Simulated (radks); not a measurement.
# Numerical settings for Ir³⁺

How sensitive is the result for the iridium ion Ir3+ to mesh, mixing and thresholds? A default run comes first. The defaults are a mesh step of 0.008 in ln r, a mesh end at 40 bohr or more, Anderson mixing 0.5 over 9 steps and a tight residual threshold, with the energy settled to 1e-9 hartree as well; every run has a cap on iterations.

Program: radks (a radial shooting solver on a logarithmic mesh, Libxc functionals) version 1. Level of theory: Dirac Kohn-Sham, LDA (Slater exchange, Perdew-Wang correlation), spin-unpolarised, spherical densities, finite nucleus; open shells are shared between the two j in proportion to 2j + 1. These are calculated values, not measurements, unless marked.

## (1) What is computed

| Item | Value |
| --- | --- |
| element | iridium (Z = 77) |
| charge | +3 |
| electrons | 74 |
| configuration | [Xe] 4f14 5d6 |
| nuclear rms radius | 5.4032 fm |

Outer shells as boxes (Hund's rule):

Ir³⁺
```
[Xe] core
4f [↑↓][↑↓][↑↓][↑↓][↑↓][↑↓][↑↓]
5d [↑↓][↑ ][↑ ][↑ ][↑ ]
```

## (2) Default settings

Settings of this run:

```text
Z 77
configuration [Xe] 4f14 5d6
relativity Dirac
functional lda,pw
spin unpolarised
j_filling average
nucleus finite rms 5.4032 fm
c 137.035999084
max_iterations 88
```

Run with:

```
python run_ks.py task.json out
```

All runs below come from this command, one after another.

## (3) Mesh step in ln r 0.012

Input: that of step 2 with these lines changed.

```diff
@@ -8,2 +8,3 @@
 c 137.035999084
+mesh_step 0.012
 max_iterations 88
```

## (4) Mesh step in ln r 0.08

Input: that of step 3 with these lines changed.

```diff
@@ -8,3 +8,3 @@
 c 137.035999084
-mesh_step 0.012
+mesh_step 0.08
 max_iterations 88
```

## (5) Mesh step in ln r 0.05

Input: that of step 4 with these lines changed.

```diff
@@ -8,3 +8,3 @@
 c 137.035999084
-mesh_step 0.08
+mesh_step 0.05
 max_iterations 88
```

## (6) Mesh end (bohr) 5

Input: that of step 5 with these lines changed.

```diff
@@ -8,3 +8,3 @@
 c 137.035999084
-mesh_step 0.05
+mesh_end 5
 max_iterations 88
```

## (7) Mesh end (bohr) 20

Input: that of step 6 with these lines changed.

```diff
@@ -8,3 +8,3 @@
 c 137.035999084
-mesh_end 5
+mesh_end 20
 max_iterations 88
```

## (8) Residual threshold 0.1

Input: that of step 7 with these lines changed.

```diff
@@ -8,3 +8,3 @@
 c 137.035999084
-mesh_end 20
+threshold 0.1
 max_iterations 88
```

## (9) Residual threshold 1e-05

Input: that of step 8 with these lines changed.

```diff
@@ -8,3 +8,3 @@
 c 137.035999084
-threshold 0.1
+threshold 1e-05
 max_iterations 88
```

## (10) Mixing 0.01

Input: that of step 9 with these lines changed.

```diff
@@ -8,3 +8,3 @@
 c 137.035999084
-threshold 1e-05
+mixing 0.01
 max_iterations 88
```

## (11) Mixing history 1, mixing 0.8

Input: that of step 10 with these lines changed.

```diff
@@ -8,3 +8,4 @@
 c 137.035999084
-mixing 0.01
+history 1
+mixing 0.8
 max_iterations 88
```

## (12) Mixing history 1, mixing 0.2

Input: that of step 11 with these lines changed.

```diff
@@ -9,3 +9,3 @@
 history 1
-mixing 0.8
+mixing 0.2
 max_iterations 88
```

## (13) Mixing history 20

Input: that of step 12 with these lines changed.

```diff
@@ -8,4 +8,3 @@
 c 137.035999084
-history 1
-mixing 0.2
+history 20
 max_iterations 88
```

## (14) Iteration cap 2

Input: that of step 13 with these lines changed.

```diff
@@ -8,3 +8,2 @@
 c 137.035999084
-history 20
-max_iterations 88
+max_iterations 2
```

Before running it: what results should come out? Wanted: for each run, setting; iterations; converged; change of E.

The runs gave:

| setting | mesh points | iterations | converged | change of E (mhartree) | time |
| --- | --- | --- | --- | --- | --- |
| Default settings | 2213 | 15 | yes | 0 | 0.22 s |
| mesh step in ln r 0.012 | 1475 | 15 | yes | 0 | 0.15 s |
| mesh step in ln r 0.08 | 222 | 2 | no | - | 0.02 s |
| mesh step in ln r 0.05 | 354 | 15 | yes | +0.2414 | 0.06 s |
| mesh end (bohr) 5 | 1929 | 15 | yes | +2.994 | 0.2 s |
| mesh end (bohr) 20 | 2102 | 15 | yes | 0 | 0.21 s |
| residual threshold 0.1 | 2213 | 10 | yes | 0 | 0.17 s |
| residual threshold 1e-05 | 2213 | 10 | yes | 0 | 0.17 s |
| mixing 0.01 | 2213 | 23 | yes | 0 | 0.3 s |
| mixing history 1, mixing 0.8 | 2213 | 88 | no | - | 2.5 s |
| mixing history 1, mixing 0.2 | 2213 | 87 | yes | 0 | 0.82 s |
| mixing history 20 | 2213 | 21 | yes | 0 | 0.26 s |
| iteration cap 2 | 2213 | 2 | no | - | 0.04 s |

In words: A zero stands for a change under the printed digits. Converged yet off by more than 1 mhartree: mesh end (bohr) 5. Convergence of the cycle says nothing about the mesh. Not converged or rejected: mesh step in ln r 0.08; mixing history 1, mixing 0.8; iteration cap 2. A mesh that ends early acts as a hard wall.
